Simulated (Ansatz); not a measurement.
# C₅H₁₀Br₂: ionisation energy by level of theory

How much energy removes an electron from C₅H₁₀Br₂ at fixed geometry? The cation is run at each level and the neutral's energy taken from earlier runs.

The runs use Ansatz 0.2.0, Gaussian basis; unrestricted cation, the program's frozen cores in correlated methods.

Levels to be run: UKS PBE-D4/def2-TZVPP; UKS r2SCAN-D4/def2-TZVPP; UKS PBE0-D4/def2-TZVPP; UKS B3LYP-D4/def2-TZVPP; UKS wB97X-V/def2-TZVPP; UKS wB97M-V/def2-TZVPP; UKS B2PLYP/def2-TZVPP; UHF-CCSD(T)/def2-TZVPP; UHF-MP2/def2-QZVPP; extrapolation to the limit; then −ε(HOMO) from the neutral's earlier runs with LDA (SPW92), PBE-D4, revPBE-D4, BLYP-D4, r2SCAN-D4, B97M-V, PBE0-D4, B3LYP-D4, r2SCANh-D4, r2SCAN0-D4, HSE06-D4, BHLYP-D4, CAM-B3LYP-D4, LC-ωPBE, ωB97X-V, ωB97M-V.

## (1) The relaxed structure

All runs share one geometry, relaxed beforehand with PBE0-D4 in a triple-zeta def2 set.

SMILES `CC(Br)C(C)(C)Br`, 17 atoms, charge 0, spin multiplicity 1.

Atoms are counted from 1 here; the program's logs count them from 0.

Bond lengths: C1–C2 1.510 Å, C1–H8 1.090 Å, C1–H9 1.090 Å, C1–H10 1.092 Å, C2–Br3 1.979 Å, C2–C4 1.530 Å, C2–H11 1.089 Å, C4–C5 1.515 Å, C4–C6 1.512 Å, C4–Br7 1.999 Å, C5–H12 1.092 Å, C5–H13 1.091 Å, C5–H14 1.090 Å, C6–H15 1.090 Å, C6–H16 1.089 Å, C6–H17 1.094 Å. Angles: C2–C1–H8 110.0°, C2–C1–H9 111.5°, C2–C1–H10 109.9°, H8–C1–H9 108.0°, H8–C1–H10 108.6°, H9–C1–H10 108.9°, C1–C2–Br3 107.3°, C1–C2–C4 116.8°, C1–C2–H11 111.1°, Br3–C2–C4 109.2°, Br3–C2–H11 103.0°, C4–C2–H11 108.5°, C2–C4–C5 112.8°, C2–C4–C6 114.2°, C2–C4–Br7 104.2°, C5–C4–C6 111.9°, C5–C4–Br7 105.6°, C6–C4–Br7 107.4° and more.

## (2) Cation, UKS PBE-D4/def2-TZVPP

Input file in.yaml:

```yaml
crystal:
  periodic: [false, false, false]
  atoms:
    - {symbol: C, position_ang: [-1.714208, -0.242627, 1.141980]}
    - {symbol: C, position_ang: [-0.210884, -0.267162, 1.004333]}
    - {symbol: Br, position_ang: [0.499514, 1.275700, 2.020598]}
    - {symbol: C, position_ang: [0.352245, -0.235398, -0.417824]}
    - {symbol: C, position_ang: [1.866423, -0.262161, -0.449897]}
    - {symbol: C, position_ang: [-0.210968, 0.870580, -1.282259]}
    - {symbol: Br, position_ang: [-0.232161, -1.972729, -1.215348]}
    - {symbol: H, position_ang: [-1.992769, -0.323489, 2.192316]}
    - {symbol: H, position_ang: [-2.135423, 0.684226, 0.752174]}
    - {symbol: H, position_ang: [-2.150305, -1.084098, 0.600126]}
    - {symbol: H, position_ang: [0.216337, -1.122546, 1.525946]}
    - {symbol: H, position_ang: [2.256364, 0.691275, -0.088097]}
    - {symbol: H, position_ang: [2.263198, -1.059670, 0.180040]}
    - {symbol: H, position_ang: [2.217771, -0.418219, -1.469857]}
    - {symbol: H, position_ang: [0.219530, 0.821677, -2.282500]}
    - {symbol: H, position_ang: [-1.294553, 0.808771, -1.372745]}
    - {symbol: H, position_ang: [0.049867, 1.835868, -0.838986]}
basis:
  gaussian: {orbitals: def2-TZVPP}
total_charge: 1
magnetization: {spin_polarized: true, initial_magnetization: 1}
hamiltonian: {xc: pbe, dispersion: d4}
```

Command:

```sh
$ ansatz run in.yaml --threads 4 --pin off --events-out ev --progress --plain --max-ram 63488MiB --backend cuda --devices 0, --max-vram 37GiB
```

Further steps of the session: Cation, UKS r2SCAN-D4/def2-TZVPP; Cation, UKS PBE0-D4/def2-TZVPP; Cation, UKS B3LYP-D4/def2-TZVPP; Cation, UKS wB97X-V/def2-TZVPP; Cation, UKS wB97M-V/def2-TZVPP; Cation, UKS B2PLYP (frozen core)/def2-TZVPP; Cation, UHF-CCSD(T)/def2-TZVPP; Cation, UHF-MP2/def2-QZVPP.

Before running them: what should the planned runs give, taken together? Wanted: ionisation energy, CCSD(T)/CBS; nearest functional by difference; nearest −ε(HOMO); −ε(HOMO) of PBE; T1 of the cation.

The runs gave:

| quantity | value |
| --- | --- |
| ionisation energy, CCSD(T)/CBS | 10.36 eV |
| nearest functional by difference | ωB97X-V (-0.16 eV) |
| nearest −ε(HOMO) | ωB97X-V (-0.15 eV) |
| −ε(HOMO) of PBE | 6.55 eV |
| T1 of the cation | 0.030 |

What this shows: By cation minus neutral, the functionals miss by 1.15 eV at most. −ε(HOMO) of PBE misses by 3.8 eV, since self-interaction lifts the level. Among orbital estimates ωB97X-V comes nearest. Hartree-Fock falls 1.15 eV short, as the neutral has more correlation energy than the cation. The cation may have settled in a state other than its lowest; no search over hole states beyond the program's own was made. Correlated methods include outer-core shells of Br, which these sets cover unevenly. With outer-core shells in play the reference is unsure by up to some tenths of an eV, so close misses can't be ranked.
